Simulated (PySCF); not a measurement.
# C7H5F3: electronic excitations

What electronic excitations should C7H5F3 (`FC(F)(F)C#CC1=CCC1`) show?

Computed with PySCF 2.14.0, with density-fitted response routines of our own, on a single molecule in the gas phase. Atoms are numbered from 0 throughout.

## Step 1: The starting structure

15 atoms, charge 0, multiplicity 1; geometry from: GFN2-xTB.

Bonds of the start (Å): F0–C1 1.35, C1–F2 1.35, C1–F3 1.34, C1–C4 1.45, C4–C5 1.21, C5–C6 1.39, C6–C7 1.34, C7–C8 1.50, C8–C9 1.55, C9–C6 1.51, C7–H10 1.07, C8–H11 1.09, C8–H12 1.09, C9–H13 1.09, C9–H14 1.09.

## Step 2: Excited states and response: B3LYP/def2-SVPD

The job: settings as JSON, then the geometry in Å.

```
{"job": {"kind": "uv", "xc": "B3LYP", "basis": "def2-SVPD", "nstates": 8, "ntriplets": 3}, "charge": 0, "multiplicity": 1}
F      3.959016    -0.936090     0.527281
C      3.416706     0.158720    -0.036413
F      3.860543     1.211279     0.674626
F      3.961748     0.267762    -1.260464
C      1.969671     0.095527    -0.081221
C      0.765896     0.045238    -0.140697
C     -0.625282    -0.017379    -0.155313
C     -1.572327     0.000743    -1.106406
C     -2.704311    -0.114543    -0.130730
C     -1.620790    -0.137116     0.976567
H     -1.548591     0.071313    -2.177852
H     -3.295123    -1.025253    -0.215133
H     -3.375294     0.742393    -0.100002
H     -1.557281    -1.063267     1.543479
H     -1.638993     0.708663     1.660366
```

Level: TDDFT B3LYP/def2-SVPD, vertical, gas phase, core orbitals frozen in the response.

On the command line:

```bash
> OMP_NUM_THREADS=1 python probes_run.py task.json out
```

The driver reads the jobs from task.json and runs them one after another.

What will the session give for the following? lowest singlet (B3LYP/def2-SVPD); brightest single state of those computed; lowest triplet; surface potential, 1st and 99th percentile. Wanted: lowest singlet; brightest single state of those computed; lowest triplet; surface potential, 1st and 99th percentile.

The runs gave:

```
                                quantity                        value
        lowest singlet (B3LYP/def2-SVPD)  5.25 eV (236 nm), f = 0.011
brightest single state of those computed  state 2, 5.25 eV, f = 0.311
                          lowest triplet                      3.27 eV
   surface potential, 1st and 99th percentile           -0.64 V and 1.08 V
```

The lowest singlet, at 5.25 eV, is HOMO−1→LUMO 0.87, HOMO→LUMO+1 0.09 and is weak; of the 8 states computed, the strongest absorption comes from state 2 at 5.25 eV. The lowest triplet lies 1.98 eV below the lowest singlet (triplets in Tamm-Dancoff, singlets in full TDDFT). By nearest atom (B3LYP/def2-SVPD), the HOMO sits on C7 29 %; C4, C6 about 22 % each and the LUMO on C7 26 %; C4, C6 about 18 % each.
